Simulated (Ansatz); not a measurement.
# Co: stress in a strained cell

Aim: deform Co (equal xx and yy strain of -2 %) and compute stress, forces and field gradients with LAPW, PAW and all-electron datasets made for the crystal.

Computed with Ansatz 0.2.0 (DFT PBEsol, scalar-relativistic, unless a step's input says otherwise).

### 1 Starting point

Symmetry: P6_3/mmc, No. 194, hexagonal system. Conventional cell: a = 2.519 Å, b = 2.519 Å, c = 4.091 Å, α = 90.00°, β = 90.00°, γ = 120.00°. Co (site symmetry -6m2) is surrounded by 12 Co at 2.51 to 2.52 Å.

Structure file:

```cif
data_structure
_symmetry_space_group_name_H-M 'P6_3/mmc'
_symmetry_Int_Tables_number 194
_cell_length_a 2.5190
_cell_length_b 2.5190
_cell_length_c 4.0910
_cell_angle_alpha 90.000
_cell_angle_beta 90.000
_cell_angle_gamma 120.000
_cell_volume 22.48
loop_
_atom_site_label
_atom_site_type_symbol
_atom_site_symmetry_multiplicity
_atom_site_Wyckoff_symbol
_atom_site_fract_x
_atom_site_fract_y
_atom_site_fract_z
_atom_site_occupancy
Co1 Co 2 c 0.33333 0.66667 0.25000 1
```

The file gives the conventional cell by its symmetry; the runs use the cell typed in the input.

Atoms are numbered in the order of the input: Co1, Co2.

### 2 After the deformation

Space group P6_3/mmc before, P6_3/mmc after.

### 3 All-electron LAPW

input.yaml reads:

```yaml
crystal:
  lattice:
    - [2.468620852, 0.0, 0.0]
    - [-1.234310426, 2.1378883702, 0.0]
    - [0.0, 0.0, 4.091]
  atoms:
    - { symbol: Co, position: [0.3333333333, 0.6666666667, 0.25], spin: 2.0 }
    - { symbol: Co, position: [0.6666666667, 0.3333333333, 0.75], spin: 2.0 }
magnetization:
  spin_polarized: true
kpoints:
  mp_grid: { grid: [19, 19, 10] }
  band_path:
    path:
      - [0.0, 0.0, 0.0]
      - [0.5, 0.0, 0.0]
      - [0.3333333333, 0.3333333333, 0.0]
      - [0.0, 0.0, 0.0]
      - [0.0, 0.0, 0.5]
      - [0.5, 0.0, 0.5]
      - [0.3333333333, 0.3333333333, 0.5]
      - [0.0, 0.0, 0.5]
      - [0.5, 0.0, 0.5]
    npoints: 5
scf:
  occupations: { method: fermi_dirac, width: 0.05 }
hamiltonian:
  xc: pbesol
  pseudopotentials: { kind: all_electron, lapw: { basis_error: 0.0005 } }
output:
  forces: true
  stress: true
  eigenvalues: true
```

The run is started by

```
> ansatz run input.yaml --threads 1 --pin off --max-ram 3072MiB --backend cpu --events-out ev --progress --plain --runs-dir out
```

### 4 PAW with frozen cores

input.yaml reads:

```yaml
crystal:
  lattice:
    - [2.468620852, 0.0, 0.0]
    - [-1.234310426, 2.1378883702, 0.0]
    - [0.0, 0.0, 4.091]
  atoms:
    - { symbol: Co, position: [0.3333333333, 0.6666666667, 0.25], spin: 2.0 }
    - { symbol: Co, position: [0.6666666667, 0.3333333333, 0.75], spin: 2.0 }
magnetization:
  spin_polarized: true
kpoints:
  mp_grid: { grid: [19, 19, 10] }
scf:
  occupations: { method: fermi_dirac, width: 0.05 }
hamiltonian:
  xc: pbesol
  pseudopotentials: { kind: paw }
output:
  forces: true
  stress: true
  eigenvalues: true
  efg: { contact_densities: true }
```

### 5 Datasets made for this crystal

Changes to input.yaml since step 4:

```diff
@@ -16,3 +16,3 @@
   xc: pbesol
-  pseudopotentials: { kind: paw }
+  pseudopotentials: { kind: all_electron, datasets: crystal }
 output:
```

(Steps that only read results are left out.)

**Question.** What will these runs give? Wanted: pressure; largest shear or deviatoric stress.

**Answer**, as computed:

| quantity | value |
| --- | --- |
| pressure | LAPW -8.79, PAW -8.71, crystal datasets -8.79 GPa |
| largest shear or deviatoric stress (LAPW) | 4.99 GPa |

In words: The largest part of the stress beyond the pressure is 4.99 GPa in size, in the zz component; the atoms are carried along and not relaxed. No run of the undeformed cell stands beside it, so the pressure holds what the given cell had before the change. PAW: stress within 0.09 GPa of LAPW. Crystal datasets: stress within 0.01 GPa of LAPW. The magnetic state is the one reached from the start moments in this cell; it needn't be the ground state.
